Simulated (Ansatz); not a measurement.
# AgPdI3O9: the cost of one run

Method: DFT PBE, plane waves, PAW, scalar-relativistic, no spin polarisation, in Ansatz 0.2.0.

**1. The starting structure**

The cell holds 28 atoms (Ag2I6O18Pd2): a = 7.473 Å, b = 8.197 Å, c = 8.787 Å, α = 62.87°, β = 76.42°, γ = 82.23°.

Its coordinates follow in the input file.

**2. Run 1**

260 steps of 1 fs at constant energy, with velocities drawn for 1800 K.

input.yaml reads:

```yaml
accuracy: low
crystal:
  lattice:
    - [7.473371, 0.0, 0.0]
    - [1.108565, 8.121378, 0.0]
    - [2.062968, 3.763114, 7.668261]
  atoms:
    - { symbol: Ag, position: [0.318162, 0.174134, 0.161387] }
    - { symbol: Ag, position: [0.681838, 0.825866, 0.838613] }
    - { symbol: Pd, position: [0.0, 0.0, 0.5] }
    - { symbol: Pd, position: [0.0, 0.0, 0.0] }
    - { symbol: I, position: [0.278857, 0.20601, 0.602569] }
    - { symbol: I, position: [0.721143, 0.79399, 0.397431] }
    - { symbol: I, position: [0.251274, 0.645424, 0.767013] }
    - { symbol: I, position: [0.748726, 0.354576, 0.232987] }
    - { symbol: I, position: [0.69431, 0.283477, 0.785651] }
    - { symbol: I, position: [0.30569, 0.716523, 0.214349] }
    - { symbol: O, position: [0.139663, 0.222728, 0.442827] }
    - { symbol: O, position: [0.860337, 0.777272, 0.557173] }
    - { symbol: O, position: [0.078286, 0.221897, 0.771837] }
    - { symbol: O, position: [0.921714, 0.778103, 0.228163] }
    - { symbol: O, position: [0.315744, 0.44833, 0.507724] }
    - { symbol: O, position: [0.684256, 0.55167, 0.492276] }
    - { symbol: O, position: [0.090768, 0.857914, 0.729759] }
    - { symbol: O, position: [0.909232, 0.142086, 0.270241] }
    - { symbol: O, position: [0.215265, 0.559832, 0.000995] }
    - { symbol: O, position: [0.784735, 0.440168, 0.999005] }
    - { symbol: O, position: [0.46884, 0.767169, 0.685623] }
    - { symbol: O, position: [0.53116, 0.232831, 0.314377] }
    - { symbol: O, position: [0.728411, 0.067023, 0.98674] }
    - { symbol: O, position: [0.271589, 0.932977, 0.01326] }
    - { symbol: O, position: [0.669939, 0.163626, 0.659171] }
    - { symbol: O, position: [0.330061, 0.836374, 0.340829] }
    - { symbol: O, position: [0.449174, 0.323437, 0.862995] }
    - { symbol: O, position: [0.550826, 0.676563, 0.137005] }
basis:
  ecutwfc: 420.0
kpoints:
  mp_grid: { grid: [2, 2, 2] }
hamiltonian:
  xc: pbe
scf:
  occupations: { method: fermi_dirac, width: 0.05 }
  lower_state_search: "off"
md:
  timestep: 1
  n_steps: 260
  ensemble: nve
  temperature: 1800.0
  initial_velocities: maxwell_boltzmann
  seed: 506790
```

Command:

```bash
ansatz run input.yaml --threads 4 --pin off --max-ram 10240MiB --backend cpu --events-out ev --progress --plain --runs-dir out
```

Q: Estimate wall time and peak memory on 4 threads of Intel Xeon 6975P-C (Granite Rapids), shared host.

About 17 min, with a peak of 2.4 GiB.
